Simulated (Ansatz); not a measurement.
# CuB2: the cost of one run

Method: DFT PBE, scalar-relativistic, plane waves, PAW, in Ansatz 0.2.0.

### 1 The structure to begin with

The structure is hexagonal, space group P6/mmm (No. 191). The conventional cell has a = 2.955 Å, b = 2.955 Å, c = 3.190 Å, α = 90.00°, β = 90.00°, γ = 120.00°. Cu (site symmetry 6/mmm) is surrounded by 12 B at 2.34 Å. B (site symmetry -6m2) has 3 B at 1.71 Å and 6 Cu at 2.34 Å as nearest neighbours.

Coordinates:

```xyz
3
Lattice="2.9548 0.0000 0.0000 -1.4774 2.5590 0.0000 0.0000 0.0000 3.1904" Properties=species:S:1:pos:R:3 pbc="T T T"
Cu    0.0000    0.0000    0.0000
B     0.0000    1.7060    1.5952
B     1.4774    0.8530    1.5952
```

This is candidate A: AlB2 type (P6/mmm, No. 191).

(A quick probe on a coarse mesh, which set the mesh and smearing, is not shown.)

### 3 Coarse relaxation (candidate A)

File input.yaml:

```yaml
crystal:
  lattice:
    - [2.9548411402, 0.0, 0.0]
    - [-1.4774205701, 2.5589674916, 0.0]
    - [0.0, 0.0, 3.1904430916]
  atoms:
    - { symbol: Cu, position: [0.0, 0.0, 0.0] }
    - { symbol: B, position: [0.3333333333, 0.6666666667, 0.5] }
    - { symbol: B, position: [0.6666666667, 0.3333333333, 0.5] }
basis:
  ecutwfc: 420
kpoints:
  mp_grid: { grid: [6, 6, 6] }
hamiltonian:
  xc: pbe
scf:
  occupations: { method: gaussian, width: 0.1 }
  lower_state_search: "off"
output:
  forces: true
  stress: true
  eigenvalues: true
relax:
  adjacent_minimum: "off"
  f_tol: 0.04
  max_steps: 70
  cell: { stress_tol: 0.4 }
```

On the command line:

```bash
> ansatz run input.yaml --threads 1 --pin off --max-ram 2560MiB --backend cpu --events-out ev --progress --plain --runs-dir out
```

What time and memory should one allow on 1 thread of Intel Xeon 6975P-C (Granite Rapids), shared host?

About 3.2 s, with a peak of 0.34 GiB.
